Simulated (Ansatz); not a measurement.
Consider a ladder of basis sets of H2ISn, SMILES [SnH2][I] (Ansatz's Python interface).

`run_basis.py`:
```python
"""How the energy of H2ISn converges with the basis."""

import ansatz as az

geometry_ang = [
    ("Sn", (-0.4727, -0.2278, 0.1765)),
    ("I", (1.594, 0.9411, 1.4677)),
    ("H", (-1.1189, 0.9097, -1.0964)),
    ("H", (0.0531, -1.6833, -0.5682)),
]
molecule = az.Crystal.molecule()
for symbol, xyz in geometry_ang:
    molecule = molecule.atom(symbol, xyz)

calc = molecule.calculation()
calc = calc.functional("HF").spin("collinear", total=1)

energies = {}
for basis in ["def2-SVP", "def2-SVPD", "def2-TZVP", "def2-TZVPP"]:
    summary = calc.basis(gaussian=basis).run(threads=1, pin="off").report
    size = summary["n_frozen"] + summary["n_occupied"][0] + summary["n_virtual"][0]
    energies[basis] = (summary["reference_energy_ev"] / 27.211386246, summary["free_energy_ev"] / 27.211386246)
    print(f"{basis:14s} {size:4d} orbitals  reference {energies[basis][0]:14.6f} Ha  total {energies[basis][1]:14.6f} Ha")

last = energies["def2-TZVPP"][1]
for basis, (_, total) in energies.items():
    print(f"{basis:14s} lies {27.211386 * (total - last):9.4f} eV above def2-TZVPP")
```

How far does the total energy move along this ladder of basis sets?

Against def2-SVP: def2-SVPD -2.3 mHa, def2-TZVP -18.7 mHa and def2-TZVPP -19.2 mHa. The last step alone is -0.48 mHa (these two sets differ little on atoms other than hydrogen). From the first set to the last the time grows from 0.9 to 2.4 s.

What the script printed:

```console
$ python run_basis.py
def2-SVP         62 orbitals  reference    -511.171496 Ha  total    -511.171496 Ha
def2-SVPD        83 orbitals  reference    -511.173824 Ha  total    -511.173824 Ha
def2-TZVP       112 orbitals  reference    -511.190185 Ha  total    -511.190185 Ha
def2-TZVPP      128 orbitals  reference    -511.190669 Ha  total    -511.190669 Ha
def2-SVP       lies    0.5217 eV above def2-TZVPP
def2-SVPD      lies    0.4584 eV above def2-TZVPP
def2-TZVP      lies    0.0132 eV above def2-TZVPP
def2-TZVPP     lies    0.0000 eV above def2-TZVPP
```

Reading the output:
- The drop along the ladder measures the basis error, and is no property of the molecule.
- The geometry is a force-field or estimated start, not a minimum of this method, and the last set is no limit. Much of the fall in a total is atomic energy, which cancels in bond and reaction energies.
- def2 sets replace the cores of elements past krypton by effective core potentials.
- The species is open-shell (spin multiplicity 2).
- Run time: 7.3 s on 1 thread of Arm Neoverse V2 (shared host), peak memory 0.35 GiB.
